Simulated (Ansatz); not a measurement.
# CH4AlFS, SMILES C[S][AlH][F]: a rigid scan of one bond length

With the Ansatz DFT code, driven from Python.

The script reads `ch4alfs.xyz`:
```text
8

C    -0.70550    1.07220   -0.16790
S    -1.02750   -0.55370   -0.85380
Al    0.81060   -1.44310    0.07860
F     0.83640   -2.14700    1.74040
H     0.21060    1.52160   -0.56690
H    -1.57780    1.79510   -0.51790
H    -0.72490    1.08920    0.93400
H     2.27030   -1.39130   -0.70230
```

The cells in order, each with its output:

**Cell 1**
```python
import ansatz as az
import numpy as np
```

**Cell 2**
```python
mol = az.Crystal.molecule_from_extxyz('ch4alfs.xyz')
```

**Cell 3**
```python
symbols = [site.symbol for site in mol.cartesian_sites]
start = np.array([site.position_ang for site in mol.cartesian_sites])
axis = (start[6] - start[0]) / np.linalg.norm(start[6] - start[0])
moving = [6]
lengths, energies = [0.94, 1.01, 1.1, 1.21, 1.38, 1.65, 1.98, 2.42], []
for length in lengths:
    xyz = start.copy()
    xyz[moving] += (length - np.linalg.norm(start[6] - start[0])) * axis
    point = az.Crystal.molecule()
    for symbol, place in zip(symbols, xyz):
        point = point.atom(symbol, place.tolist())
    calculation = (
        point.calculation()
        .basis(gaussian='def2-SVP')
        .functional('R2SCAN0')
    )
    rep = calculation.run(threads=1, pin='off').report
    energies.append(rep['free_energy_ev'])
    print(f'r = {length:6.3f} A  E = {energies[-1]:.5f} eV  <S^2> = {abs(rep["mean_field"]["state"]["spin_squared"]):.3f}')
```
Output:
```text
r =  0.940 A  E = -21240.57364 eV  <S^2> = 0.000
r =  1.010 A  E = -21240.99380 eV  <S^2> = 0.000
r =  1.100 A  E = -21241.14047 eV  <S^2> = 0.000
r =  1.210 A  E = -21240.95705 eV  <S^2> = 0.000
r =  1.380 A  E = -21240.30013 eV  <S^2> = 0.000
r =  1.650 A  E = -21239.02953 eV  <S^2> = 0.000
r =  1.980 A  E = -21237.65635 eV  <S^2> = 0.000
r =  2.420 A  E = -21236.32124 eV  <S^2> = 0.000
```

**Cell 4**
```python
print('energy above the lowest point (eV):', [round(e - min(energies), 3) for e in energies])
```
Output:
```text
energy above the lowest point (eV): [0.567, 0.147, 0.0, 0.183, 0.84, 2.111, 3.484, 4.819]
```

Reading the output:
- Total energies depend on the basis set; only differences at equal settings carry meaning.
- The rest of the molecule is held rigid at a force-field or estimated start geometry, and the basis set is modest; single-reference methods fail as a bond breaks.
- The orbitals are restricted, so S² is zero by construction.
- Toward dissociation an unrestricted state can lie under the restricted one, by tenths of an eV for polar bonds under a functional and by 1 to 2 eV or more for others.
- It ran for 37 s on 1 thread of Arm Neoverse V1, on a shared host, peak memory 0.24 GiB.
